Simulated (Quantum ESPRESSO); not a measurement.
## MoSe3 in Quantum ESPRESSO: the effect of target pressure

Crystal: MoSe3.

```
Mo Se
1.0
     4.38954    0.00000    0.00000
     0.00000    4.38954    0.00000
     0.00000    0.00000    4.41303
Mo Se
1 3
Cartesian
  0.0000 0.0000 0.0000
  0.0000 2.1948 2.2065
  2.1948 0.0000 2.2065
  2.1948 2.1948 0.0000
```

The cell was built by a generator and needn't be a form met in nature.

Alike in all runs:

* Program: Quantum ESPRESSO 7.5
* Task: phonons
* Functional: PBEsol
* Potentials or basis: PseudoDojo 0.4.1 SR PBEsol standard
* Cutoff: 1170 eV
* Density cutoff: 4680 eV
* k mesh: 2 × 2 × 2, shifted
* Occupations: fermi-dirac, width 0.05 eV
* Spin: no spin polarisation

Each run relaxes the cell or the atoms first.

```tsv
target pressure	relaxed volume (Å³/atom)	highest phonon frequency (cm⁻¹)
0 GPa	18.08	210
2 GPa	17.80	214
5 GPa	?	?
10 GPa	16.83	226
15 GPa	16.32	232
```

What does the run with target pressure 5 GPa give?

Relaxed volume 17.41 Å³/atom; highest phonon frequency 219 cm⁻¹.

Worked out: In Murnaghan's law V^(-B') rises as a straight line in P. The other rows fit best with B' = 3.0, V0 = 18.08 Å³/atom and B0 = 125 GPa, which gives 17.41 Å³/atom at 5 GPa, against the run's 17.41. A straight line through the other rows of the highest phonon frequency, of slope 1.46 cm⁻¹ per GPa, gives 218 cm⁻¹, against the run's 219.

Caveats: all runs use coarse meshes; the mesh is thin for the phonons of a metal; some modes are imaginary; the volume moved by over 15 % at a fixed basis, so the end points are rough (some runs); the cell is more than 3 GPa from zero pressure, which shifts response properties (some runs).
